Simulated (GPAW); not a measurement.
Here is a GPAW 26.7.0 calculation.

The input run.py:

```python
from ase.dft.bandgap import bandgap
from ase.io import read, write
from ase.units import GPa
from gpaw import GPAW, PW

atoms = read('POSCAR')

calc = GPAW(mode=PW(800),
            xc='PBE',
            kpts={'size': (9, 9, 9), 'gamma': True},
            occupations={'name': 'fermi-dirac', 'width': 0.05},
            nbands=13,
            convergence={'density': 1e-05, 'energy': 1e-05},
            maxiter=150,
            txt='gpaw.txt')
atoms.calc = calc
energy = atoms.get_potential_energy()
forces = atoms.get_forces()
stress = atoms.get_stress()
calc.write('gs.gpw')
write('result.traj', atoms)
print(f'Energy: {energy:.6f} eV')
print('Forces (eV/A):')
print(forces.round(4))
print('Stress (GPa):', (stress / GPa).round(3))
print('Fermi level:', round(calc.get_fermi_level(), 4), 'eV')
print(f'Gap: {bandgap(calc)[0]:.4f} eV, direct: {bandgap(calc, direct=True)[0]:.4f} eV')

path = atoms.cell.bandpath('GXMGRX,MR', npoints=100, eps=1e-4)
bs_calc = calc.fixed_density(kpts=path, symmetry='off', nbands=21,
                             convergence={'bands': 'CBM+6.0', 'eigenstates': 1e-6}, txt='bands.txt')
bs = bs_calc.band_structure()
bs.write('bs.json')
print(f'Gap on the path: {bandgap(bs_calc)[0]:.4f} eV')
```

Contents of POSCAR:

```
SiF
1.0
    3.0286000000      0.0000000000      0.0000000000
    0.0000000000      3.0286000000      0.0000000000
    0.0000000000      0.0000000000      3.0286000000
Si F
1 1
Direct
    0.5000000000      0.5000000000      0.5000000000
    0.0000000000      0.0000000000      0.0000000000
```

Potentials or basis: GPAW PAW data sets (gpaw-data 1.2.1), pw.

Command:

```bash
$ OMP_NUM_THREADS=1 python run.py
```

Estimate the band gap along the path.

none (metal or under the smearing width).

Predict the pressure.

-0.8 GPa.

Levels at the corners of the path, in eV from the Fermi level:
```
point  band 2  band 3  band 4  band 5  band 6  band 7  band 8  band 9
    Γ   -8.97   -5.22   -5.22   -5.22    5.15    5.15    5.15    5.82
    X   -9.79   -4.89   -4.89   -2.65   -2.58    5.02    5.02    7.78
    M   -7.18   -7.18   -5.75   -4.69    0.91    0.91    6.20    6.56
    Γ   -8.97   -5.22   -5.22   -5.22    5.15    5.15    5.15    5.82
    R   -6.07   -6.07   -6.07   -2.90   -0.92   -0.92   -0.92    9.12
    X   -9.79   -4.89   -4.89   -2.65   -2.58    5.02    5.02    7.78
    M   -7.18   -7.18   -5.75   -4.69    0.91    0.91    6.20    6.56
    R   -6.07   -6.07   -6.07   -2.90   -0.92   -0.92   -0.92    9.12
```

Caveat: an odd number of electrons without spin polarisation forces a metal; a magnetic or distorted state may lie lower.
